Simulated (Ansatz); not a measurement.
# BBr2F (dibromofluoroborane) at HF/cc-pVDZ

What is the electronic atomisation energy of BBr2F (dibromofluoroborane) at HF/cc-pVDZ? 

The results are computed with Ansatz 0.2.0.

49 further runs of the same task are left out: 49 set aside as unsound or not needed.

## 1. The molecule

BBr2F has 4 atoms, charge 0, and is taken as a singlet. As SMILES, `FB(Br)Br`. The coordinates come from a PBE0-D4/def2-TZVP relaxation.

Bond lengths: F1–B2 1.307 Å, B2–Br3 1.901 Å, B2–Br4 1.901 Å. Angles: F1–B2–Br3 119.1°, F1–B2–Br4 119.1°, Br3–B2–Br4 121.7°.

## 2. The energy at HF/cc-pVDZ

The input, job.yaml:

```yaml
basis:
  gaussian:
    orbitals: cc-pVDZ
crystal:
  periodic: [false, false, false]
  atoms:
    - symbol: F
      position_ang: [1.316550, 0.465960, 0.364370]
    - symbol: B
      position_ang: [0.123960, 0.043770, 0.034160]
    - symbol: Br
      position_ang: [-0.483040, -1.629420, 0.701450]
    - symbol: Br
      position_ang: [-0.957470, 1.119690, -1.099980]
magnetization:
  spin_polarized: false
hamiltonian:
  xc: hf
accuracy: high
output: {orbitals: {seedname: orbitals}}
```

Command:

```sh
$ ansatz run job.yaml --threads 1 --pin off --max-ram 3480MiB --events-out events.jsonl --progress --plain --runs-dir runs
```

The program printed:

```text
Warning: RAYON_NUM_THREADS=1 ignored (pool sized by the plan → 1); use --threads N
Functional definition: HF
  name "HF"
  exchange = exact_x
  correlation = 0
1658 factors; integrals over basis functions are off by at most 4.6e-9 eV
mean field evaluation 1: about -143375.6442 eV, gradient 2.6e1 eV
mean field evaluation 2: about -143375.8820 eV, gradient 2.7e1 eV
mean field evaluation 4: about -143377.6202 eV, gradient 1.9e0 eV
mean field evaluation 8: about -143377.6547 eV, gradient 1.5e-1 eV
mean field evaluation 16: about -143377.6548 eV, gradient 4.7e-8 eV
mean field -143377.65478360 eV, -5269.0316284324 hartree, gradient 4.7e-8 eV, S^2 0.000000; 0 other end points of the search recorded, 0 dependent functions left out
reference -143377.65478360 eV, -5269.0316284324 hartree; 42, 42 occupied and 40, 40 virtual orbitals, 1658 factors
Total energy: -143377.65478360 eV, -5269.0316284324 hartree
```

It took 1.9 s on 1 thread of AMD EPYC 9R45 (Zen 5), shared host; peak memory 0.28 GiB.

## 3. The B atom at the same level

The input, input.yaml:

```yaml
crystal:
  periodic: [false, false, false]
  atoms:
    - symbol: B
      position_ang: [0.000000, 0.000000, 0.000000]
basis:
  gaussian:
    orbitals: cc-pVDZ
magnetization:
  spin_polarized: true
  initial_magnetization: 1
hamiltonian:
  xc: hf
accuracy: high
```

Command:

```sh
$ ansatz run input.yaml --threads 1 --pin off --max-ram 3480MiB --events-out events.jsonl --progress --plain --runs-dir runs
```

The program printed:

```text
Warning: RAYON_NUM_THREADS=1 ignored (pool sized by the plan → 1); use --threads N
[... 4 set-up lines as earlier in the session ...]
96 factors; integrals over basis functions are off by at most 9.6e-10 eV
mean field evaluation 1: about -667.1689 eV, gradient 4.4e0 eV
mean field evaluation 2: about -667.1709 eV, gradient 4.4e0 eV
mean field evaluation 4: about -667.4972 eV, gradient 3.2e-1 eV
mean field evaluation 8: about -667.4943 eV, gradient 9.4e-3 eV
mean field evaluation 16: about -667.4943 eV, gradient 1.5e-8 eV
mean field evaluation 32: about -661.9482 eV, gradient 7.9e0 eV
mean field -667.49426036 eV, -24.5299616244 hartree, gradient 1.5e-8 eV, S^2 0.757452; 0 other end points of the search recorded, 0 dependent functions left out
reference -667.49426036 eV, -24.5299616244 hartree; 3, 2 occupied and 11, 12 virtual orbitals, 96 factors
Total energy: -667.49426036 eV, -24.5299616244 hartree
```

It took 0.04 s on 1 thread of AMD EPYC 9R45 (Zen 5), shared host.

## 4. The Br atom, same level

The input, input.yaml:

```yaml
basis:
  gaussian:
    orbitals: cc-pVDZ
crystal:
  periodic: [false, false, false]
  atoms:
    - {symbol: Br, position_ang: [0.000000, 0.000000, 0.000000]}
hamiltonian:
  xc: hf
accuracy: high
magnetization:
  spin_polarized: true
  initial_magnetization: 1
```

Run the same way, it converges to -2572.36837 Eh (log not shown).

## 5. The F atom

The input, input.yaml:

```yaml
crystal:
  periodic: [false, false, false]
  atoms:
    - symbol: F
      position_ang: [0.000000, 0.000000, 0.000000]
basis:
  gaussian: {orbitals: cc-pVDZ}
magnetization: {spin_polarized: true, initial_magnetization: 1}
hamiltonian: {xc: hf}
accuracy: high
```

Run the same way, it converges to -99.37524 Eh (log not shown).

## 6. Results

Level: HF/cc-pVDZ.

| quantity | value |
| --- | --- |
| molecule: total energy | -5269.03163 Eh |
| molecule: HOMO energy | -11.54 eV |
| molecule: LUMO energy | 2.61 eV |
| molecule: HOMO–LUMO gap | 14.15 eV |
| B atom: total energy | -24.52996 Eh |
| B atom: ⟨S²⟩ | 0.757 |
| Br atom: total energy | -2572.36837 Eh |
| Br atom: ⟨S²⟩ | 0.756 |
| F atom: total energy | -99.37524 Eh |
| F atom: ⟨S²⟩ | 0.752 |
| electronic atomisation energy | 10.604 eV |

What this shows: Taking the molecule apart into free atoms costs 10.60 eV (1023 kJ/mol), before zero-point energy and without spin-orbit coupling. Hartree–Fock lacks the correlation of the bonding pairs, which as a rule makes this value much too low; in minimal bases other errors can mask that.
